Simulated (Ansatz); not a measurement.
# SiNi: the cost of one run

Method: DFT PBEsol, scalar-relativistic, plane waves, PAW, in Ansatz 0.2.0.

## Step 1: The starting structure

Symmetry: Pnma, No. 62, orthorhombic system. The conventional cell has a = 5.173 Å, b = 3.338 Å, c = 5.605 Å, α = 90.00°, β = 90.00°, γ = 90.00°. Si (site symmetry m) is surrounded by 6 Ni at 2.28 to 2.40 Å. Around Ni (site symmetry m) lie 6 Si at 2.28 to 2.40 Å.

Structure file:

```
CELL_PARAMETERS angstrom
5.17310 0.00000 0.00000
0.00000 3.33810 0.00000
0.00000 0.00000 5.60490
ATOMIC_POSITIONS crystal
Si 0.32128 0.75000 0.08250
Si 0.17872 0.25000 0.58250
Si 0.82128 0.75000 0.41750
Si 0.67872 0.25000 0.91750
Ni 0.00779 0.25000 0.18752
Ni 0.49221 0.75000 0.68752
Ni 0.50779 0.25000 0.31248
Ni 0.99221 0.75000 0.81248
```

The structure rests on an entry of the Crystallography Open Database; cell or positions may have been set otherwise for this series.

## Step 2: Relaxing cell and atoms: SiNi, no spin

input.yaml reads:

```yaml
crystal:
  lattice:
    - [5.1731, 0.0, 0.0]
    - [0.0, 3.3381, 0.0]
    - [0.0, 0.0, 5.6049]
  atoms:
    - { symbol: Si, position: [0.32128, 0.75, 0.0825] }
    - { symbol: Si, position: [0.17872, 0.25, 0.5825] }
    - { symbol: Si, position: [0.82128, 0.75, 0.4175] }
    - { symbol: Si, position: [0.67872, 0.25, 0.9175] }
    - { symbol: Ni, position: [0.00779, 0.25, 0.18752] }
    - { symbol: Ni, position: [0.49221, 0.75, 0.68752] }
    - { symbol: Ni, position: [0.50779, 0.25, 0.31248] }
    - { symbol: Ni, position: [0.99221, 0.75, 0.81248] }
scf:
  occupations: { method: methfessel_paxton, width: 0.1 }
output:
  forces: true
  stress: true
  eigenvalues: true
  write_density: true
  write_potential: true
  elf: true
  volumetric_format: npy
hamiltonian:
  xc: pbesol
relax:
  f_tol: 0.002
  adjacent_minimum: "off"
  cell: { stress_tol: 0.05 }
kpoints:
  mp_grid: { grid: [8, 12, 8] }
```

Started as:

```sh
ansatz run input.yaml --threads 8 --pin off --max-ram 30720MiB --backend cpu --events-out ev --progress --plain --runs-dir out
```

**Question.** How long does this run take on 8 threads of Intel Xeon 6975P-C (Granite Rapids), shared host, and how much memory does it need?

About 35 s, with a peak of 1.1 GiB.
